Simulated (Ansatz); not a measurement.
# BePd: a single-point run

The task is a single-point run on BePd. The structure is shown as the input types it.

Program: Ansatz 0.2.0. Level of theory: Kohn-Sham DFT, with the functional, basis and potentials that each input names. These are calculated values, not measurements.

## Step 1: The structure to begin with

Symmetry: Pm-3m, No. 221, cubic system. The conventional cell has a = 2.813 Å, b = 2.813 Å, c = 2.813 Å, α = 90.00°, β = 90.00°, γ = 90.00°. Be (site symmetry m-3m) is surrounded by 8 Pd at 2.44 Å. Pd (site symmetry m-3m) has 8 Be at 2.44 Å as nearest neighbours.

Coordinates:

```xyz
2
Lattice="2.8130 0.0000 0.0000 0.0000 2.8130 0.0000 0.0000 0.0000 2.8130" Properties=species:S:1:pos:R:3 pbc="T T T"
Be    0.0000    0.0000    0.0000
Pd    1.4065    1.4065    1.4065
```

## Step 2: The calculation

input.yaml reads:

```yaml
crystal:
  lattice:
    - [2.813, 0.0, 0.0]
    - [0.0, 2.813, 0.0]
    - [0.0, 0.0, 2.813]
  atoms:
    - { symbol: Be, position: [0.0, 0.0, 0.0] }
    - { symbol: Pd, position: [0.5, 0.5, 0.5], spin: 0.05 }
magnetization:
  spin_polarized: true
  magnetic_field: 500
kpoints:
  mp_grid: { grid: [14, 14, 14] }
scf:
  occupations: { method: fermi_dirac, width: 0.05 }
  convergence: { dr2_threshold: 1.0e-10 }
  lower_state_search: "off"
  max_iter: 100
hamiltonian:
  xc: b3-lyp
  pseudopotentials: { kind: all_electron, lapw: { basis_error: 0.001 } }
output:
  forces: true
  stress: true
  eigenvalues: false
```

The run is started by

```
$ ansatz run input.yaml --threads 1 --pin off --max-ram 3072MiB --backend cpu --events-out ev --progress --plain --runs-dir out
```

**Question.** How will this run end, and is anything wrong with its input?

The program refused the input before any cycle. The line that matters: «line 20 column 7: hamiltonian.xc: unknown variant `b3-lyp`, expected one of `lda`, `lda-pw`, `pw92`, `pbe`, `pbesol`, `rpbe`, `revpbe`, `blyp`, ...»

The suspect setting: hamiltonian.xc is b3-lyp. No functional of that name is defined in this program.

Fix: set hamiltonian.xc to pbesol. Any name on the list would pass the check; a listed functional of a like name need not be the same functional.
